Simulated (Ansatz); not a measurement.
## ZnAg3, space group Pm-3m: a comparison of functionals at one structure, step by step

With the Python package of Ansatz (0.2.0).

Run as a notebook:

**Cell 1**
```python
import ansatz
from pymatgen.core import Lattice, Structure
from pymatgen.io.ase import AseAtomsAdaptor
from tabulate import tabulate
```

**Cell 2**
```python
pmg_structure = Structure(
    Lattice([(4.041313, 0.0, 0.0), (0.0, 4.041313, 0.0), (0.0, 0.0, 4.041313)]),
    ["Zn", "Ag", "Ag", "Ag"],
    [
        (0.0, 0.0, 0.0),
        (0.0, 0.5, 0.5),
        (0.5, 0.0, 0.5),
        (0.5, 0.5, 0.0),
    ],
)
structure = ansatz.Crystal.from_ase(AseAtomsAdaptor.get_atoms(pmg_structure))
```

**Cell 3**
```python
len(structure.resolved().sites)
```
Output:
```text
4
```

**Cell 4**
```python
model = structure.calculation().occupations("fermi_dirac", width=0.15).kpoints(5)
```

**Cell 5**
```python
rows = []
for value in ["pbesol", "lda", "blyp"]:
    r = model.functional(value).run().report
    rows.append((value, r["free_energy_ev"] / len(r["lattice"]["sites"]), r["n_iterations"], r["n_kpoints"]))
```
Output:
```text
DeckWarning: basis.ecutwfc = 420 eV, auto-derived from the records' recommended cutoffs: set by Zn (normal level)
```

**Cell 6**
```python
print(tabulate(rows, headers=["functional", "F/atom (eV)", "iterations", "k-points"], floatfmt=".4f", tablefmt="grid"))
```
Output:
```text
+--------------+---------------+--------------+------------+
| functional   |   F/atom (eV) |   iterations |   k-points |
+==============+===============+==============+============+
| pbesol       |    -6461.9708 |            7 |         10 |
+--------------+---------------+--------------+------------+
| lda          |    -6405.2144 |            7 |         10 |
+--------------+---------------+--------------+------------+
| blyp         |    -6536.4033 |            8 |         10 |
+--------------+---------------+--------------+------------+
```

What to keep in mind:
- BLYP can be off by several per cent in the lattices of metals, and by several GPa in the pressure at a fixed cell.
- For a metal this k-point mesh is coarse: on a finer one energies can move by several to tens of meV an atom and pressures by half a GPa or more, differences at one mesh by less.
- The smearing is wide enough that free energy and stress hold a thermal part of the electrons.
- This cell is a computed structure, which may not be the phase found in nature.
- Warnings are shown shortened and without file and line.
- Total energies of different functionals can't be compared; pressures, moments and gaps at this one structure can.
- Finished in 4.9 s on 1 thread of Arm Neoverse V2 (shared host), peak memory 0.44 GiB.
